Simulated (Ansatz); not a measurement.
# BrFGeH4 (built from SMILES Br.[F][GeH3]): search for a transition state

Is there a first-order saddle for this four-centre ligand exchange, which should form Ge1–Br7, F2–H6 and break Ge1–F2, H6–Br7, and which two structures does it connect?

Computed with Ansatz 0.2.0, Gaussian basis. Level: PBE0-D4, def2-SVP first, then def2-TZVP.

31 further runs of the same task are left out: 31 set aside as unsound or not needed.

## (1) The starting structure

The guess: 7 atoms, charge 0, spin multiplicity 1.

Atoms are counted from 1 here; the program's logs count them from 0.

Bond lengths: Ge1–F2 2.112 Å, Ge1–H3 1.500 Å, Ge1–H4 1.539 Å, Ge1–H5 1.503 Å, Ge1–Br7 2.803 Å. Angles: F2–Ge1–H3 82.0°, F2–Ge1–H4 158.1°, F2–Ge1–H5 80.4°, F2–Ge1–Br7 71.2°, H3–Ge1–H4 109.3°, H3–Ge1–H5 121.0°, H3–Ge1–Br7 106.3°, H4–Ge1–H5 107.6°, H4–Ge1–Br7 87.3°, H5–Ge1–Br7 119.8°.

Coordinates:

```
Ge   -0.68670   -0.27260   -0.12130
F     1.15750   -0.60570    0.85260
H    -0.19090   -1.39150   -0.98830
H    -1.78700    0.50090   -0.86980
H    -1.18420   -0.53440    1.27250
H     1.69120    0.39140    0.46640
Br    1.00000    1.91190   -0.61220
```

Distances that are to change: Ge1–Br7 2.80 Å, F2–H6 1.20 Å, Ge1–F2 2.11 Å, H6–Br7 1.99 Å.

## (2) Relaxing the guess with the reacting distances held

hold/in.yaml reads:

```yaml
crystal:
  periodic: [false, false, false]
  atoms:
    - {symbol: Ge, position_ang: [-0.686700, -0.272600, -0.121300]}
    - {symbol: F, position_ang: [1.157500, -0.605700, 0.852600]}
    - {symbol: H, position_ang: [-0.190900, -1.391500, -0.988300]}
    - {symbol: H, position_ang: [-1.787000, 0.500900, -0.869800]}
    - {symbol: H, position_ang: [-1.184200, -0.534400, 1.272500]}
    - {symbol: H, position_ang: [1.691200, 0.391400, 0.466400]}
    - {symbol: Br, position_ang: [1.000000, 1.911900, -0.612200]}
basis:
  gaussian: {orbitals: def2-SVP}
hamiltonian: {xc: pbe0, dispersion: d4}
relax: {f_tol: 0.08, max_steps: 120, escape_saddle: false, constraints: [{distance: [0, 6]}, {distance: [1, 5]}, {distance: [0, 1]}, {distance: [5, 6]}]}
```

The command line of these runs was not kept.

The runs that follow: Force constants to start from; Saddle search in the small basis; Saddle search in triple zeta; Checking the order of the point; Relaxing after a step of 0.30 Å one way along the mode; Relaxing after a step of 0.30 Å the other way along the mode.

**Question.** What will these runs give? Wanted: imaginary mode; barrier from the start side; barrier from the end side; energy of the step; pairs that change; zero-point energy at the saddle.

**Answer**, as computed:

| quantity | value |
| --- | --- |
| imaginary mode | 247i cm⁻¹ |
| barrier from the start side | 20.5 kcal/mol |
| barrier from the end side | 27.8 kcal/mol |
| energy of the step | -7.4 kcal/mol |
| pairs that change | Ge1–Br7 formed, F2–H6 formed, Ge1–F2 broken, H6–Br7 broken |
| zero-point energy at the saddle | 0.930 eV |

**Reading.** The point has a single imaginary mode (247i cm⁻¹), as a transition state must. The two relaxations end on the structures that were planned. At PBE0-D4/def2-TZVP the electronic barrier is 20.5 kcal/mol, about 35 kT at 298 K, and the step runs 7.4 kcal/mol downhill. A step off the saddle overshot and began above it in energy, so the link to its end is likely but not proven. Lower complexes than these ends may exist.
